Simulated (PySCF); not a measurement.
**Changing the system itself: RbSe**

One physical setting of the base script is moved in each run, with the edits that it forces.

The runs use PySCF 2.14.0; each script names its method and basis.

8 further runs of the same task are left out: 8 that didn't finish.

## 1. The system as given

RbSe: 2 atoms, charge 0, spin multiplicity 2.

Bond lengths: Rb1–Se2 2.953 Å.

## 2. The run that the others are compared with

Input file input.py:

```python
from pyscf import gto, scf, mcscf

mol = gto.M(
    atom='Rb 0 0 0; Se 0 0 2.953',
    basis='lanl2dz',
    ecp={'Rb': 'lanl2dz', 'Se': 'lanl2dz'},
    charge=0,
    spin=1,
    symmetry=True,
    verbose=4,
)
mf = scf.ROHF(mol)
mf.kernel()
mc = mcscf.CASSCF(mf, 4, 5)
mc.kernel()
mc.analyze()
mf.dip_moment()
print('orbital energies (hartree):', mf.mo_energy[..., max(0, mol.nelec[1]-3):mol.nelec[0]+3].round(4))
```

The run is started by

```sh
$ OMP_NUM_THREADS=1 python input.py
```

The log of this run is left out.

It gives: E(SCF) = -32.617422 Eh, 11 cycles, E(CAS) − E(SCF) = -0.00027 Eh, μ = 12.62 D (of the SCF density).

The bond length is a typed value, not an optimised one.

## 3. Bond 2.864 Å

Run 1 changes bond length: 2.953 Å → 2.864 Å.

Input file input.py:

```python
from pyscf import gto, scf, mcscf

mol = gto.M(
    atom='Rb 0 0 0; Se 0 0 2.864',
    basis='lanl2dz',
    ecp={'Rb': 'lanl2dz', 'Se': 'lanl2dz'},
    charge=0,
    spin=1,
    symmetry=True,
    verbose=4,
)
mf = scf.ROHF(mol)
mf.kernel()
mc = mcscf.CASSCF(mf, 4, 5)
mc.kernel()
mc.analyze()
mf.dip_moment()
print('orbital energies (hartree):', mf.mo_energy[..., max(0, mol.nelec[1]-3):mol.nelec[0]+3].round(4))
```

The run is started by

```sh
$ OMP_NUM_THREADS=1 python input.py
```

## 4. Bond 3.307 Å

Run 2 changes bond length: 2.953 Å → 3.307 Å.

input.py: that of step 2 with these lines changed.

```diff
@@ -3,3 +3,3 @@
 mol = gto.M(
-    atom='Rb 0 0 0; Se 0 0 2.953',
+    atom='Rb 0 0 0; Se 0 0 3.307',
     basis='lanl2dz',
```

## 5. Bond 3.042 Å

Run 3 changes bond length: 2.953 Å → 3.042 Å.

input.py: that of step 2 with these lines changed.

```diff
@@ -3,3 +3,3 @@
 mol = gto.M(
-    atom='Rb 0 0 0; Se 0 0 2.953',
+    atom='Rb 0 0 0; Se 0 0 3.042',
     basis='lanl2dz',
```

## 6. Bond 5.906 Å

Run 4 changes bond length: 2.953 Å → 5.906 Å.

input.py: that of step 2 with these lines changed.

```diff
@@ -3,3 +3,3 @@
 mol = gto.M(
-    atom='Rb 0 0 0; Se 0 0 2.953',
+    atom='Rb 0 0 0; Se 0 0 5.906',
     basis='lanl2dz',
```

## 7. Bond 3.16 Å

Run 5 changes bond length: 2.953 Å → 3.16 Å.

input.py: that of step 2 with these lines changed.

```diff
@@ -3,3 +3,3 @@
 mol = gto.M(
-    atom='Rb 0 0 0; Se 0 0 2.953',
+    atom='Rb 0 0 0; Se 0 0 3.16',
     basis='lanl2dz',
```

## 8. Bond 2.746 Å

Run 6 changes bond length: 2.953 Å → 2.746 Å.

input.py: that of step 2 with these lines changed.

```diff
@@ -3,3 +3,3 @@
 mol = gto.M(
-    atom='Rb 0 0 0; Se 0 0 2.953',
+    atom='Rb 0 0 0; Se 0 0 2.746',
     basis='lanl2dz',
```

What does the calculation give? Wanted: for each run, E(SCF); from base; SCF dipole; after the SCF.

The runs gave:

```
         run  E(SCF) (hartree)  from base (eV)  cycles  SCF dipole (D)                 after the SCF
        base        -32.617422               0      11           12.62  CASSCF correlation -0.007 eV
bond 2.864 Å        -32.613017         +0.1199      11           12.26  CASSCF correlation -0.007 eV
bond 3.307 Å        -32.620796         -0.0918      11           14.10  CASSCF correlation -0.008 eV
bond 3.042 Å        -32.620011         -0.0704      11           12.98  CASSCF correlation -0.007 eV
bond 5.906 Å        -32.560963         +1.5363      20           26.94  CASSCF correlation -0.013 eV
 bond 3.16 Å        -32.621376         -0.1076      11           13.47  CASSCF correlation -0.008 eV
bond 2.746 Å        -32.603390         +0.3818      11           11.80  CASSCF correlation -0.007 eV
```

The largest comparable shift of the SCF energy, +1.536 eV, comes with the run “bond 5.906 Å”.
